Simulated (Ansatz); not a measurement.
Working through a small convex hull of the Na-Pt system

With Ansatz 0.2.0 through its Python package.

Input file `napt2_napt2_fd_3m.vasp`:
```text
NaPt2
1.0
   0.00000000    3.74100000    3.74100000
   3.74100000    0.00000000    3.74100000
   3.74100000    3.74100000    0.00000000
Na Pt
2 4
Direct
   0.75000000    0.75000000    0.75000000
   0.50000000    0.50000000    0.50000000
   0.12500000    0.12500000    0.12500000
   0.62500000    0.12500000    0.12500000
   0.12500000    0.12500000    0.62500000
   0.12500000    0.62500000    0.12500000
```

Input file `napt2_napt_p_6m2.extxyz`:
```text
2
Lattice="2.85096912 0.0 0.0 -1.42548456 2.46901168 0.0 0.0 0.0 4.889832" Properties=species:S:1:pos:R:3 pbc="T T T"
Na    1.42548457    0.82300389    2.44491600
Pt   -0.00000001    1.64600780    0.00000000
```

Contents of `napt2_na.extxyz`:
```text
1
Lattice="-2.141 2.141 2.141 2.141 -2.141 2.141 2.141 2.141 -2.141" Properties=species:S:1:pos:R:3 pbc="T T T"
Na    0.00000000    0.00000000    0.00000000
```

The script reads `napt2_pt.vasp`:
```text
Pt
1.0
   0.00000000    1.96090000    1.96090000
   1.96090000    0.00000000    1.96090000
   1.96090000    1.96090000    0.00000000
Pt
1
Direct
   0.00000000    0.00000000    0.00000000
```

Notebook, run cell by cell (the value of a cell's last expression is shown):

In [1]:
```python
from collections import Counter
import csv
import warnings

import ansatz
from ase.io import read
import numpy as np
from scipy.spatial import ConvexHull
```

In [2]:
```python
def run_phase(name, crystal):
    calc = (
        crystal.calculation()
        .functional('pbesol')
        .basis(460)
        .kpoints(spacing=0.33)
        .occupations('fermi_dirac', width=0.05)
    )
    calc = calc.relax(force_tolerance=0.02, max_steps=40, cell=True)
    return calc.run(threads=1)


def counts(outcome):
    return Counter(site.symbol for site in outcome.lattice.sites)
```

In [3]:
```python
def formation_energy(outcome, mu):
    n = counts(outcome)
    return (outcome.report['energy_sigma0_ev'] - sum(k * mu[element] for element, k in n.items())) / sum(n.values())
```

In [4]:
```python
warnings.simplefilter('ignore')
```

In [5]:
```python
phases = {}
atoms = read('napt2_napt2_fd_3m.vasp', format='vasp')
napt2_fd_3m = ansatz.Crystal.from_ase(atoms)
phases['NaPt2 Fd-3m'] = napt2_fd_3m
napt_p_6m2 = ansatz.Crystal.from_extxyz('napt2_napt_p_6m2.extxyz')
phases['NaPt P-6m2'] = napt_p_6m2
na = ansatz.Crystal.from_extxyz('napt2_na.extxyz')
phases['Na'] = na
atoms = read('napt2_pt.vasp', format='vasp')
pt = ansatz.Crystal.from_ase(atoms)
phases['Pt'] = pt
```

In [6]:
```python
done = {}
for name, crystal in phases.items():
    done[name] = run_phase(name, crystal)
    print(f'{name}: {done[name].report["energy_sigma0_ev"]:.4f} eV, {len(done[name].lattice.sites)} atoms')
```
```text
NaPt2 Fd-3m: -52488.6333 eV, 6 atoms
NaPt P-6m2: -13859.8876 eV, 2 atoms
Na: -1475.8708 eV, 1 atoms
Pt: -12383.8505 eV, 1 atoms
```

In [7]:
```python
# chemical potentials of the elements at zero temperature
references = {'Na': 'Na', 'Pt': 'Pt'}
mu = {element: done[name].report['energy_sigma0_ev'] / len(done[name].lattice.sites) for element, name in references.items()}
points = sorted((counts(o)['Pt'] / len(o.lattice.sites), formation_energy(o, mu), name) for name, o in done.items())
```

In [8]:
```python
xy = np.array([(x, e) for x, e, _ in points] + [(0.5, 10.0)])
hull = sorted(tuple(xy[i]) for i in ConvexHull(xy).vertices if xy[i, 1] < 5)
rows = [(name, x, e, e - np.interp(x, *zip(*hull))) for x, e, name in points]
with open('hull.csv', 'w', newline='') as handle:
    writer = csv.writer(handle)
    writer.writerow(['phase', 'x(Pt)', 'E_form (eV/atom)', 'above hull (eV/atom)'])
    writer.writerows([round(v, 4) if isinstance(v, float) else v for v in row] for row in rows)
print(open('hull.csv').read())
print('on the hull of these phases:', ', '.join(row[0] for row in rows if row[3] < 1e-6))
```
```text
phase,x(Pt),E_form (eV/atom),above hull (eV/atom)
Na,0.0,0.0,0.0
NaPt P-6m2,0.5,-0.0832,0.1031
NaPt2 Fd-3m,0.6667,-0.2483,0.0
Pt,1.0,0.0,0.0

on the hull of these phases: Na, NaPt2 Fd-3m, Pt
```

Reading the output:
- Absolute energies stand on the zero of these potentials, so only differences at equal settings mean something.
- For the metals among these phases the mesh is modest: differences between phases can be off by up to 40 meV an atom.
- Spin-orbit coupling, which matters for elements this heavy, is left out.
- The cells come from databases of deposited and of computed structures, and not all need be stable phases.
- Differences under about 40 meV an atom lie within the error of mesh and functional, so such verdicts may flip; only the cells listed enter the hull.
- Finished in 21 s on 1 thread of Arm Neoverse V1, on a shared host, peak memory 0.51 GiB.
